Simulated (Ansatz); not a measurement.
**CH₆Ge (built from SMILES C.[GeH2]): a barrier at many levels of theory**

How high is the barrier of this step (Ge1–C3 formed, H2–H4 formed, Ge1–H4 broken, H2–C3 broken), and how far do cheaper methods land from CCSD(T)?

The runs use Ansatz 0.2.0, Gaussian basis; single points in def2-TZVPP on PBE0-D4/def2-TZVP structures.

Levels: SPW92, PBE-D4, BLYP-D4, r2SCAN-D4, B97M-V, PBE0-D4, B3LYP-D4, r2SCAN0-D4, BHLYP-D4, CAM-B3LYP-D4, wB97X-V, wB97M-V, B2PLYP, PBE-QIDH, RPA on PBE, Hartree-Fock, MP2, CCSD, CCSD(T). The reference is CCSD(T) at the basis limit, from triple and quadruple zeta. Zero-point energies come from PBE0-D4 vibrations.

Correlated methods freeze the cores. Filled d shells of the heavier atoms are correlated. B3LYP uses VWN-RPA correlation. B2PLYP carries no dispersion term here.

80 further runs of the same task are left out: 80 set aside as unsound or not needed.

## 1. The three structures

Charge 0, multiplicity 1. The folders r, ts and p hold the start, the saddle and the end; their coordinates stand in the first inputs.

```csv
pair,r (Å),ts (Å),p (Å)
Ge1–C3,2.853,2.218,2.004
H2–H4,2.210,1.050,0.776
Ge1–H4,1.597,1.721,2.047
H2–C3,1.103,1.516,2.813
```

## 2. SPW92/def2-TZVPP

Input file r/in.yaml:

```yaml
crystal:
  periodic: [false, false, false]
  atoms:
    - {symbol: Ge, position_ang: [-1.666205, 0.729822, 0.270133]}
    - {symbol: H, position_ang: [0.224153, -0.541667, 0.407441]}
    - {symbol: C, position_ang: [1.074836, 0.000852, -0.037137]}
    - {symbol: H, position_ang: [-1.887843, -0.646470, 1.049124]}
    - {symbol: H, position_ang: [-1.836313, -0.010639, -1.130750]}
    - {symbol: H, position_ang: [1.650549, 0.469788, 0.757618]}
    - {symbol: H, position_ang: [0.772381, 0.754079, -0.765659]}
    - {symbol: H, position_ang: [1.668442, -0.755766, -0.550771]}
basis:
  gaussian: {orbitals: def2-TZVPP}
hamiltonian: {xc: lda}
```

Input file ts/in.yaml:

```yaml
crystal:
  periodic: [false, false, false]
  atoms:
    - {symbol: Ge, position_ang: [-1.283215, 0.738168, 0.232489]}
    - {symbol: H, position_ang: [-0.296387, -0.640709, 0.506154]}
    - {symbol: C, position_ang: [0.841318, 0.177581, -0.072291]}
    - {symbol: H, position_ang: [-1.225687, -0.820609, 0.960219]}
    - {symbol: H, position_ang: [-1.666097, -0.014061, -1.116989]}
    - {symbol: H, position_ang: [1.410697, 0.527749, 0.787044]}
    - {symbol: H, position_ang: [1.011811, 0.839998, -0.920649]}
    - {symbol: H, position_ang: [1.207560, -0.808117, -0.375977]}
basis:
  gaussian: {orbitals: def2-TZVPP}
hamiltonian: {xc: lda}
```

Input file p/in.yaml:

```yaml
crystal:
  periodic: [false, false, false]
  atoms:
    - {symbol: Ge, position_ang: [-0.996918, 0.759392, 0.107333]}
    - {symbol: H, position_ang: [-1.133352, -1.276399, 0.690501]}
    - {symbol: C, position_ang: [0.950913, 0.394878, -0.191244]}
    - {symbol: H, position_ang: [-1.289815, -0.859376, 1.326186]}
    - {symbol: H, position_ang: [-1.511979, -0.137076, -1.107975]}
    - {symbol: H, position_ang: [1.540741, 0.640012, 0.693129]}
    - {symbol: H, position_ang: [1.247877, 1.089861, -0.986116]}
    - {symbol: H, position_ang: [1.192533, -0.611291, -0.531813]}
basis:
  gaussian: {orbitals: def2-TZVPP}
hamiltonian: {xc: lda}
```

Each run has its own folder and the same command.

Started as:

```console
$ ansatz run in.yaml --threads 2 --pin off --events-out ev --progress --plain --max-ram 4352MiB
```

The runs that follow: PBE-D4/def2-TZVPP; BLYP-D4/def2-TZVPP; r2SCAN-D4/def2-TZVPP; B97M-V/def2-TZVPP; PBE0-D4/def2-TZVPP; B3LYP-D4/def2-TZVPP; r2SCAN0-D4/def2-TZVPP; BHLYP-D4/def2-TZVPP; CAM-B3LYP-D4/def2-TZVPP; wB97X-V/def2-TZVPP; wB97M-V/def2-TZVPP; B2PLYP/def2-TZVPP; PBE-QIDH/def2-TZVPP; RPA on PBE/def2-TZVPP; CCSD(T)/def2-TZVPP; MP2/def2-QZVPP; Vibrations of the start structure; Vibrations of the end structure.

Before running it: what results should come out? Wanted: barrier, CCSD(T)/CBS; reverse barrier, CCSD(T)/CBS; step energy, CCSD(T)/CBS; barrier with zero-point energy; step energy with zero-point energy; imaginary mode at the saddle; largest T1 diagnostic.

**Answer**, as computed:

| quantity | value |
| --- | --- |
| barrier, CCSD(T)/CBS | 116.9 kJ/mol |
| reverse barrier, CCSD(T)/CBS | 82.5 kJ/mol |
| step energy, CCSD(T)/CBS | +34.4 kJ/mol |
| barrier with zero-point energy | 111.7 kJ/mol |
| step energy with zero-point energy | +29.1 kJ/mol |
| imaginary mode at the saddle | 1299i cm⁻¹ |
| largest T1 diagnostic | 0.012 |

In words: B97M-V is the best functional here (+2.4 kJ/mol from CCSD(T)/CBS); SPW92 is the worst (-54.0 kJ/mol). By rung, the mean size of the error is: LDA 54.0, GGA 15.0, meta-GGA 10.9, hybrid 12.8, range-separated hybrid 7.5, double hybrid 4.5 kJ/mol. PBE-D4 gives a barrier 26.5 kJ/mol too low, outside chemical accuracy (1 kcal/mol, 4.2 kJ/mol). The barrier rises with the share of exact exchange, from BLYP-D4 through B3LYP-D4 to BHLYP-D4 (-3.5, +5.4, +24.7 kJ/mol). Hartree-Fock, with no correlation, is off by +72.1 kJ/mol. Zero-point motion lowers the barrier by 5.2 kJ/mol.
